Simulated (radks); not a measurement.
# Os in [Xe] 4f14 5d6 6s2: an all-electron calculation

An exercise on one series of results from a longer session: the logs are not shown, and one member is left open.

Program: radks (a radial shooting solver on a logarithmic mesh, Libxc functionals) version 1. Level of theory: scalar-relativistic Kohn-Sham, BLYP, spin-unpolarised, spherical densities, finite nucleus. These are calculated values, not measurements, unless marked.

## Starting point

```
element            : osmium (Z = 76)
charge             : 0
electrons          : 76
configuration      : [Xe] 4f14 5d6 6s2
nuclear rms radius : 5.4126 fm
```

Outer shells as boxes (Hund's rule):

Os
```
[Xe] core
4f [↑↓][↑↓][↑↓][↑↓][↑↓][↑↓][↑↓]
5d [↑↓][↑ ][↑ ][↑ ][↑ ]
6s [↑↓]
```

Set-up of the first run:

The run's settings:

```text
Z 76
configuration [Xe] 4f14 5d6 6s2
relativity scalar-relativistic
functional b88,lyp
spin unpolarised
nucleus finite rms 5.4126 fm
c 137.035999084
```

One table of the session follows, with a row left open; its other results are not shown here.

It belongs to the step «Shells». From the orbitals of this run (lengths in bohr):

| level | <r> | outermost maximum (interpolated) | 90 % within | nodes |
| --- | --- | --- | --- | --- |
| 1s | 0.01774 | 0.0110 | 0.0323 | 0 |
| 2s | 0.07491 | 0.0634 | 0.116 | 1 |
| 2p | 0.06727 | 0.0522 | 0.110 | 0 |
| 3s | 0.1939 | 0.179 | 0.284 | 2 |
| 3p | 0.1945 | 0.177 | 0.291 | 1 |
| 3d | 0.1762 | 0.144 | 0.273 | 0 |
| 4s | ? | ? | ? | ? |
| 4p | 0.4594 | 0.425 | 0.667 | 2 |
| 4d | 0.4890 | 0.435 | 0.732 | 1 |
| 5s | 1.006 | 0.913 | 1.44 | 4 |
| 4f | 0.5566 | 0.405 | 0.909 | 0 |
| 5p | 1.169 | 1.03 | 1.70 | 3 |
| 5d | 1.821 | 1.36 | 2.90 | 2 |
| 6s | 2.993 | 2.47 | 4.48 | 5 |

Estimate the missing values for 4s.

The run gave: <r>: 0.4319; outermost maximum (interpolated): 0.405; 90 % within: 0.620; nodes: 3. In the column «<r>» it lies between 3p (0.1945) and 4p (0.4594).

To keep in mind: Spin polarisation and multiplet splitting are left out.
